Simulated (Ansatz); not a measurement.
**C2H6Cl2Si (dichlorodimethylsilane): PBE-QIDH/def2-SVP**

What is the vertical ionisation energy of C2H6Cl2Si (dichlorodimethylsilane) at PBE-QIDH/def2-SVP? 

Program for the calculation: Ansatz 0.2.0.

81 further runs of the same task are left out: 81 set aside as unsound or not needed.

**1. The structure to begin with**

C2H6Cl2Si has 11 atoms, charge 0, and is taken as a singlet. SMILES: `C[Si](C)(Cl)Cl`. The shape is that of a PBE0-D4/def2-TZVP optimisation.

Bond lengths: C1–Si2 1.851 Å, Si2–C3 1.851 Å, Si2–Cl4 2.058 Å, Si2–Cl5 2.058 Å, C1–H6 1.093 Å, C1–H7 1.091 Å, C1–H8 1.093 Å, C3–H9 1.093 Å, C3–H10 1.091 Å, C3–H11 1.093 Å. Some angles: C1–Si2–C3 114.5°, C1–Si2–Cl4 108.6°, C1–Si2–Cl5 108.6°, C3–Si2–Cl4 108.6°, C3–Si2–Cl5 108.6°, Cl4–Si2–Cl5 107.7°, Si2–C1–H6 110.3°, Si2–C1–H7 110.5°, Si2–C1–H8 110.3°, Si2–C3–H9 110.3°.

**2. A single-point energy at PBE-QIDH/def2-SVP**

in.yaml

```yaml
crystal:
  periodic: [false, false, false]
  atoms:
    - symbol: C
      position_ang: [-1.474780, 0.260330, 0.569630]
    - symbol: Si
      position_ang: [0.049440, 0.400780, -0.470390]
    - symbol: C
      position_ang: [1.413930, -0.753620, 0.009340]
    - symbol: Cl
      position_ang: [-0.457830, 0.039560, -2.432040]
    - symbol: Cl
      position_ang: [0.750400, 2.332220, -0.351670]
    - symbol: H
      position_ang: [-1.240880, 0.476080, 1.614990]
    - symbol: H
      position_ang: [-2.234960, 0.966850, 0.231850]
    - symbol: H
      position_ang: [-1.886320, -0.749770, 0.503510]
    - symbol: H
      position_ang: [1.724400, -0.565080, 1.039920]
    - symbol: H
      position_ang: [2.278000, -0.616910, -0.643230]
    - symbol: H
      position_ang: [1.078600, -1.790430, -0.071900]
basis:
  gaussian: {orbitals: def2-SVP}
hamiltonian: {xc: {name: PBE-QIDH}}
correlation: {frozen_orbitals: {C: 1, Cl: 5, H: 0, Si: 5}}
accuracy: high
output: {orbitals: {seedname: orbitals}}
```

Run with:

```console
ansatz run in.yaml --threads 1 --pin off --max-ram 3480MiB --events-out events.jsonl --progress --plain --runs-dir runs
```

What it wrote:

```text
Warning: RAYON_NUM_THREADS=1 ignored (pool sized by the plan → 1); use --threads N
Functional definition: PBE-QIDH
  name "PBE-QIDH"
  parameter a = 3^(-1/3)
  parameter c = 1/3
  exchange = (1 - a)*pbe_x + a*exact_x
  correlation = (1 - c)*pbe_c + c*(mp2_os + mp2_ss)
2521 factors; integrals over basis functions are off by at most 7.6e-9 eV
mean field evaluation 1: about -35053.8610 eV, gradient 3.6e1 eV
mean field evaluation 2: about -35053.8673 eV, gradient 3.6e1 eV
mean field evaluation 4: about -35056.9219 eV, gradient 1.6e0 eV
mean field evaluation 8: about -35056.9318 eV, gradient 3.3e-2 eV
mean field evaluation 16: about -35056.9318 eV, gradient 7.8e-7 eV
mean field -35056.93179927 eV, -1288.3184811814 hartree, gradient 4.5e-8 eV, S^2 0.000000; 0 other end points of the search recorded, 0 dependent functions left out
17 core orbitals not correlated: weight in the atoms' cores, before any rotation towards them, 1.000 or more for the frozen orbitals, at most 0.000 for the correlated occupied ones
reference -35056.93180020 eV, -1288.3184812155 hartree; 16, 16 occupied and 79, 79 virtual orbitals, 2521 factors
second order -19.97876234 eV of doubles, -0.00000000 eV of singles
Total energy: -35063.59138764 eV, -1288.5632165401 hartree
```

It took 23 s on 1 thread of Arm Neoverse V1, shared host; peak memory 0.47 GiB.

**3. The doublet cation, same level**

molecule.yaml

```yaml
crystal:
  periodic: [false, false, false]
  atoms:
    - symbol: C
      position_ang: [-1.474780, 0.260330, 0.569630]
    - symbol: Si
      position_ang: [0.049440, 0.400780, -0.470390]
    - symbol: C
      position_ang: [1.413930, -0.753620, 0.009340]
    - symbol: Cl
      position_ang: [-0.457830, 0.039560, -2.432040]
    - symbol: Cl
      position_ang: [0.750400, 2.332220, -0.351670]
    - symbol: H
      position_ang: [-1.240880, 0.476080, 1.614990]
    - symbol: H
      position_ang: [-2.234960, 0.966850, 0.231850]
    - symbol: H
      position_ang: [-1.886320, -0.749770, 0.503510]
    - symbol: H
      position_ang: [1.724400, -0.565080, 1.039920]
    - symbol: H
      position_ang: [2.278000, -0.616910, -0.643230]
    - symbol: H
      position_ang: [1.078600, -1.790430, -0.071900]
basis:
  gaussian:
    orbitals: def2-SVP
magnetization:
  spin_polarized: true
  initial_magnetization: 1
total_charge: 1
accuracy: high
correlation:
  frozen_orbitals: {C: 1, Cl: 5, H: 0, Si: 5}
hamiltonian:
  xc: {name: PBE-QIDH}
output: {orbitals: {seedname: orbitals}}
```

Run with:

```console
ansatz run molecule.yaml --threads 1 --pin off --max-ram 3480MiB --events-out events.jsonl --progress --plain --runs-dir runs
```

What it wrote, cut to the lines that bear on the results:

```text
Warning: RAYON_NUM_THREADS=1 ignored (pool sized by the plan → 1); use --threads N
[... 2 set-up lines as earlier in the session ...]
[...]
2520 factors; integrals over basis functions are off by at most 7.6e-9 eV
[...]
mean field -35045.87190825 eV, -1287.9120376830 hartree, gradient 2.2e-8 eV, S^2 0.768384; 6 other end points of the search recorded, 0 dependent functions left out
17 core orbitals not correlated: weight in the atoms' cores, before any rotation towards them, 1.000 or more for the frozen orbitals, at most 0.000 for the correlated occupied ones
reference -35045.87190922 eV, -1287.9120377188 hartree; 16, 15 occupied and 79, 80 virtual orbitals, 2520 factors
second order -20.27660756 eV of doubles, -0.00000000 eV of singles
Total energy: -35052.63077841 eV, -1288.1604215801 hartree
```

Wall time 62 s (1 thread of Arm Neoverse V1, shared host); peak memory 0.68 GiB.

**4. Results**

At PBE-QIDH/def2-SVP, 17 core orbitals frozen:

| quantity | value |
| --- | --- |
| singlet C2H6Cl2Si: total energy | -1288.56322 Eh |
| singlet C2H6Cl2Si: HOMO energy (SCF part's orbitals) | -10.71 eV |
| singlet C2H6Cl2Si: LUMO energy (SCF part's orbitals) | 3.08 eV |
| singlet C2H6Cl2Si: HOMO–LUMO gap (SCF part's orbitals) | 13.78 eV |
| doublet cation: total energy | -1288.16042 Eh |
| doublet cation: HOMO energy (SCF part's orbitals) (highest over α and β) | -15.89 eV |
| doublet cation: LUMO energy (SCF part's orbitals) (lowest over α and β) | -11.37 eV |
| doublet cation: ⟨S²⟩ | 0.768 |
| vertical ionisation energy (to the doublet cation) | 10.961 eV |

Removing an electron at fixed nuclei costs 10.96 eV (253 kcal/mol). The negative HOMO energy of the first species, 10.71 eV, lies 0.25 eV below that difference.
